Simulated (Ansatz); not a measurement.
**CH₆ClNSi: a ladder of functionals and wavefunction methods**

One table from this session's results is given with a row withheld; the runs are named, their logs left out.

Program: Ansatz 0.2.0, Gaussian basis. Level of theory: functionals in def2-TZVPP, the program's frozen cores in correlated methods. These are calculated values, not measurements.

Levels to be run: LDA (SPW92), PBE-D4, revPBE-D4, BLYP-D4, r2SCAN-D4, B97M-V, PBE0-D4, B3LYP-D4, r2SCANh-D4, r2SCAN0-D4, HSE06-D4, BHLYP-D4, CAM-B3LYP-D4, LC-ωPBE, ωB97X-V, ωB97M-V, B2PLYP, PBE-QIDH; CCSD(T)/def2-SVP; CCSD(T)/def2-TZVPP; MP2/def2-QZVPP; extrapolation to the limit; RPA on PBE.

## The relaxed structure

The geometry comes from an earlier relaxation with PBE0-D4 in a triple-zeta def2 set; it is a stationary point, not always the lowest conformer.

10 atoms, charge 0, spin multiplicity 1.

Atoms are counted from 1 here; the program's logs count them from 0.

Bond lengths: C1–Si2 1.853 Å, C1–H5 1.092 Å, C1–H6 1.092 Å, C1–H7 1.093 Å, Si2–N3 1.706 Å, Si2–Cl4 2.081 Å, Si2–H8 1.480 Å, N3–H9 1.008 Å, N3–H10 1.008 Å. Angles: Si2–C1–H5 110.6°, Si2–C1–H6 110.4°, Si2–C1–H7 110.6°, H5–C1–H6 108.8°, H5–C1–H7 107.8°, H6–C1–H7 108.5°, C1–Si2–N3 110.0°, C1–Si2–Cl4 106.9°, C1–Si2–H8 113.9°, N3–Si2–Cl4 113.8°, N3–Si2–H8 107.4°, Cl4–Si2–H8 105.0°, Si2–N3–H9 120.0°, Si2–N3–H10 119.7°, H9–N3–H10 110.7°.

Coordinates:

```xyz
10

C    -0.9243    0.9603   -0.4296
Si   -0.0556   -0.6376   -0.0734
N     1.2008   -0.3792    1.0508
Cl    0.5949   -1.3925   -1.9008
H    -1.7200    0.8095   -1.1616
H    -1.3595    1.3697    0.4850
H    -0.2269    1.6943   -0.8414
H    -0.9365   -1.6895    0.4826
H     1.8475    0.3826    0.9176
H     1.6627   -1.1687    1.4738
```

The first run:

in.yaml

```yaml
crystal:
  periodic: [false, false, false]
  atoms:
    - {symbol: C, position_ang: [-0.924340, 0.960315, -0.429601]}
    - {symbol: Si, position_ang: [-0.055585, -0.637614, -0.073375]}
    - {symbol: N, position_ang: [1.200848, -0.379168, 1.050771]}
    - {symbol: Cl, position_ang: [0.594921, -1.392457, -1.900839]}
    - {symbol: H, position_ang: [-1.719983, 0.809460, -1.161595]}
    - {symbol: H, position_ang: [-1.359451, 1.369694, 0.484975]}
    - {symbol: H, position_ang: [-0.226905, 1.694279, -0.841385]}
    - {symbol: H, position_ang: [-0.936542, -1.689533, 0.482583]}
    - {symbol: H, position_ang: [1.847478, 0.382613, 0.917600]}
    - {symbol: H, position_ang: [1.662661, -1.168691, 1.473766]}
basis:
  gaussian: {orbitals: def2-TZVPP}
hamiltonian: {xc: lda}
output: {orbitals: {seedname: orbitals}}
```

Steps of the session up to this table: LDA; PBE-D4 (GGA); revPBE-D4 (GGA); BLYP-D4 (GGA); r2SCAN-D4 (meta-GGA); B97M-V (meta-GGA); PBE0-D4 (hybrid); B3LYP-D4 (hybrid); r2SCANh-D4 (hybrid); r2SCAN0-D4 (hybrid); HSE06-D4 (hybrid); BHLYP-D4 (hybrid); CAM-B3LYP-D4 (range-separated); LC-ωPBE-D4 (range-separated; the results give it without D4); ωB97X-V (range-separated); ωB97M-V (range-separated); B2PLYP (double hybrid); PBE-QIDH (double hybrid).

One of the session's tables, all rows but one given; the rest of the session is left out.

It belongs to the step «Frontier levels by functional». 

```
  functional  HOMO (eV)  LUMO (eV)  gap (eV)
 LDA (SPW92)      -6.56      -0.22      6.34
      PBE-D4      -6.39      -0.07      6.32
   revPBE-D4      -6.33       0.00      6.33
     BLYP-D4      -6.26      -0.07      6.19
   r2SCAN-D4      -6.71       0.56      7.28
      B97M-V      -6.81       0.15      6.96
     PBE0-D4      -7.84       0.76      8.60
    B3LYP-D4      -7.58       0.43      8.01
  r2SCANh-D4      -7.25       0.82      8.07
  r2SCAN0-D4      -8.07       1.18      9.25
    HSE06-D4      -7.44       0.39      7.83
    BHLYP-D4      -9.19       1.40     10.59
CAM-B3LYP-D4          ?          ?         ?
     LC-ωPBE     -10.70       2.85     13.55
     ωB97X-V     -10.31       2.64     12.95
     ωB97M-V     -10.20       2.19     12.40
```

Estimate the missing values for CAM-B3LYP-D4.

As computed: HOMO (eV): -9.27; LUMO (eV): 1.55; gap (eV): 10.82. In the column «HOMO (eV)» it lies between ωB97M-V (-10.20) and BHLYP-D4 (-9.19).
